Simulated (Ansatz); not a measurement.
# F4GeH2: the cost of one run

Method: RKS r2SCAN-D4/def2-SVP, in Ansatz 0.2.0.

**1. The structure to begin with**

Bond lengths: Ge1–F3 1.680 Å, Ge1–F4 1.679 Å, Ge1–F5 1.679 Å, Ge1–F6 1.980 Å. Angles: F3–Ge1–F4 109.5°, F3–Ge1–F5 109.5°, F3–Ge1–F6 178.9°, F4–Ge1–F5 109.5°, F4–Ge1–F6 70.0°, F5–Ge1–F6 70.0°.

Structure file:

```xyz
7

Ge    0.0000    0.0000    0.0000
H     0.0000    0.0000    1.9000
F     1.5842    0.0000   -0.5594
F    -0.7913    1.3709   -0.5594
F    -0.7913   -1.3709   -0.5594
F    -1.8790    0.0000    0.6243
H    -1.0089    0.0000    1.7574
```

**2. Pulling towards end A**

Springs on the bonds that form and break draw the guess towards this end; the thresholds are loose.

input.yaml reads:

```yaml
crystal:
  periodic: [false, false, false]
  atoms:
    - { symbol: Ge, position_ang: [0.0, 0.0, 0.0] }
    - { symbol: H, position_ang: [0.0, 0.0, 1.9] }
    - { symbol: F, position_ang: [1.5842, 0.0, -0.5594] }
    - { symbol: F, position_ang: [-0.7913, 1.3709, -0.5594] }
    - { symbol: F, position_ang: [-0.7913, -1.3709, -0.5594] }
    - { symbol: F, position_ang: [-1.879, 0.0, 0.6243] }
    - { symbol: H, position_ang: [-1.0089, 0.0, 1.7574] }
basis:
  gaussian: { orbitals: def2-SVP }
hamiltonian:
  xc: r2scan
  dispersion: d4
relax:
  f_tol: 0.15
  max_steps: 25
  restrain:
    - { distance: [0, 5], at: 2.88, k: 30.0 }
    - { distance: [6, 1], at: 1.86, k: 30.0 }
    - { distance: [0, 1], at: 1.55, k: 30.0 }
    - { distance: [6, 5], at: 0.92, k: 30.0 }
```

The run is started by

```
$ ansatz run input.yaml --threads 4 --pin off --max-ram 5120MiB --backend cpu --events-out ev --progress --plain --runs-dir out
```

What time and memory should one allow on 4 threads of AMD EPYC 7B13 (Zen 3), shared host?

About 11 s, with a peak of 0.19 GiB.
